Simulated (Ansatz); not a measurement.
Wanted: the native input for an Ansatz 0.2.0 run.

```
Task                                : band structure
Functional                          : HSE06
Potentials or basis                 : Ansatz PAW
Cutoff                              : 420 eV (not typed: the program's choice for these potentials)
k mesh                              : 6 × 6 × 4
Occupations                         : fermi-dirac, width 0.05 eV
Spin                                : no spin polarisation
Path                                : [["G", "X", "M", "G", "Z", "R", "A", "Z"], ["X", "R"], ["M", "A"]]
Points for each segment of the path : 4
```

Ta4O:

```
Ta O
1.0
     3.25750    0.00000    0.00000
     0.00000    3.25750    0.00000
     0.00000    0.00000    7.40934
Ta O
4 1
Direct
  0.00000 0.00000 0.00000
  0.50000 0.50000 0.21684
  0.50000 0.50000 0.78316
  0.00000 0.00000 0.50000
  0.50000 0.50000 0.50000
```

The cell comes from a database or a generator and needn't be the stable form of this composition.

These files were run (other wordings do the same):

input

```
crystal:
  lattice:
    - [3.257497, 0.0, 0.0]
    - [0.0, 3.257497, 0.0]
    - [0.0, 0.0, 7.409341]
  atoms:
    - { symbol: Ta, position: [0.0, 0.0, 0.0] }
    - { symbol: Ta, position: [0.5, 0.5, 0.216842] }
    - { symbol: Ta, position: [0.5, 0.5, 0.783158] }
    - { symbol: Ta, position: [0.0, 0.0, 0.5] }
    - { symbol: O, position: [0.5, 0.5, 0.5] }
hamiltonian:
  xc: hse06
  pseudopotentials: { kind: paw }
kpoints:
  mp_grid: { grid: [6, 6, 4] }
  band_path:
    path:
      - [[0.0, 0.0, 0.0], [0.0, 0.5, 0.0], [0.5, 0.5, 0.0], [0.0, 0.0, 0.0], [0.0, 0.0, 0.5], [0.0, 0.5, 0.5], [0.5, 0.5, 0.5], [0.0, 0.0, 0.5]]
      - [[0.0, 0.5, 0.0], [0.0, 0.5, 0.5]]
      - [[0.5, 0.5, 0.0], [0.5, 0.5, 0.5]]
    npoints: 4
scf:
  occupations: { method: fermi_dirac, width: 0.05 }
  n_extra_bands: 12
output:
  forces: true
  stress: true
  eigenvalues: true
  fatbands: false
  write_density: true
  write_potential: true
  elf: true
  volumetric_format: npy
```

It gave:

```json
{
  "Pressure": "-5.6 GPa",
  "Largest force": "0.589 eV/Å",
  "Band gap on the k mesh": "none (metal or under the smearing width)"
}
```

Caveat: spin-orbit coupling is left out, which moves the levels of the heavy elements; the PAW data sets come from PBE, with cores solved anew for the run's functional, which leaves a small shift of forces and pressure; the thresholds are loose for stress.

It took 2.1 min on 1 × NVIDIA H100 80GB HBM3 with 2 threads of AMD EPYC 7R13 Processor (Zen 3) (shared host), peak memory 3.3 GiB.
